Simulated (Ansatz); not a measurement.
# CH4GeTe: up Jacob's ladder to CCSD(T)

An exercise on one series of results from a longer session: the logs are not shown, and one member is left open.

Method: functionals in def2-TZVPP, the program's frozen cores in correlated methods; program: Ansatz 0.2.0, Gaussian basis.

Plan: LDA (SPW92), PBE-D4, revPBE-D4, BLYP-D4, r2SCAN-D4, B97M-V, PBE0-D4, B3LYP-D4, r2SCANh-D4, r2SCAN0-D4, HSE06-D4, BHLYP-D4, CAM-B3LYP-D4, LC-ωPBE, ωB97X-V, ωB97M-V, B2PLYP, PBE-QIDH; CCSD(T)/def2-SVP; CCSD(T)/def2-TZVPP; MP2/def2-QZVPP; extrapolation to the limit; RPA on PBE.

**The geometry**

An earlier PBE0-D4 in a triple-zeta def2 set relaxation fixed the geometry. Te takes the def2 core potential; no spin-orbit term is included.

SMILES `[CH2]1[GeH2][Te]1`, 7 atoms, charge 0, spin multiplicity 1.

Atoms are counted from 1 here; the program's logs count them from 0.

Bond lengths: C1–Ge2 1.927 Å, C1–Te3 2.211 Å, C1–H4 1.084 Å, C1–H5 1.084 Å, Ge2–Te3 2.512 Å, Ge2–H6 1.528 Å, Ge2–H7 1.528 Å. Angles: Ge2–C1–Te3 74.4°, Ge2–C1–H4 118.4°, Ge2–C1–H5 118.4°, Te3–C1–H4 112.2°, Te3–C1–H5 112.2°, H4–C1–H5 114.4°, C1–Ge2–Te3 58.0°, C1–Ge2–H6 118.1°, C1–Ge2–H7 118.1°, Te3–Ge2–H6 117.7°, Te3–Ge2–H7 117.7°, H6–Ge2–H7 115.3°, C1–Te3–Ge2 47.6°.

Coordinates:

```
C    -0.71213   -0.58471   -0.32563
Ge    0.76678    0.38368    0.44217
Te   -0.68655    1.37393   -1.35188
H    -0.49655   -1.40359   -1.00184
H    -1.60518   -0.72135    0.27280
H     0.61217    0.92537    1.86241
H     2.18274   -0.04124    0.05626
```

Set-up of the first run:

File in.yaml:

```yaml
crystal:
  periodic: [false, false, false]
  atoms:
    - {symbol: C, position_ang: [-0.712131, -0.584712, -0.325627]}
    - {symbol: Ge, position_ang: [0.766784, 0.383685, 0.442171]}
    - {symbol: Te, position_ang: [-0.686548, 1.373927, -1.351878]}
    - {symbol: H, position_ang: [-0.496545, -1.403590, -1.001836]}
    - {symbol: H, position_ang: [-1.605176, -0.721349, 0.272795]}
    - {symbol: H, position_ang: [0.612173, 0.925375, 1.862411]}
    - {symbol: H, position_ang: [2.182743, -0.041235, 0.056264]}
basis:
  gaussian: {orbitals: def2-TZVPP}
hamiltonian: {xc: lda}
output: {orbitals: {seedname: orbitals}}
```

On the command line:

```
ansatz run in.yaml --threads 2 --pin off --events-out ev --progress --plain --max-ram 4352MiB
```

Steps of the session up to this table: LDA; PBE-D4 (GGA); revPBE-D4 (GGA); BLYP-D4 (GGA); r2SCAN-D4 (meta-GGA); B97M-V (meta-GGA); B3LYP-D4 (hybrid); r2SCANh-D4 (hybrid); r2SCAN0-D4 (hybrid); HSE06-D4 (hybrid); BHLYP-D4 (hybrid); CAM-B3LYP-D4 (range-separated); LC-ωPBE (range-separated); ωB97X-V (range-separated); ωB97M-V (range-separated); B2PLYP (double hybrid); PBE-QIDH (double hybrid).

One of the session's tables, all rows but one given; the rest of the session is left out.

| functional | HOMO (eV) | gap (eV) |
| --- | --- | --- |
| LDA (SPW92) | ? | ? |
| PBE-D4 | -5.02 | 3.04 |
| revPBE-D4 | -4.97 | 3.07 |
| BLYP-D4 | -4.84 | 2.96 |
| r2SCAN-D4 | -5.24 | 3.41 |
| B97M-V | -5.25 | 3.47 |
| PBE0-D4 | -6.03 | 4.84 |
| B3LYP-D4 | -5.81 | 4.39 |
| r2SCANh-D4 | -5.61 | 4.07 |
| r2SCAN0-D4 | -6.18 | 5.06 |
| HSE06-D4 | -5.64 | 4.08 |
| BHLYP-D4 | -6.87 | 6.53 |
| CAM-B3LYP-D4 | -7.22 | 6.99 |
| LC-ωPBE | -8.52 | 9.34 |
| ωB97X-V | -8.21 | 8.96 |
| ωB97M-V | -8.10 | 8.69 |

Estimate the missing values for LDA (SPW92).

The run gave: HOMO (eV): -5.15; gap (eV): 2.98. In the column «HOMO (eV)» it lies between r2SCAN-D4 (-5.24) and PBE-D4 (-5.02).

To keep in mind: All levels share the lack of spin-orbit coupling, which lowers the free heavy atoms and so the true binding.
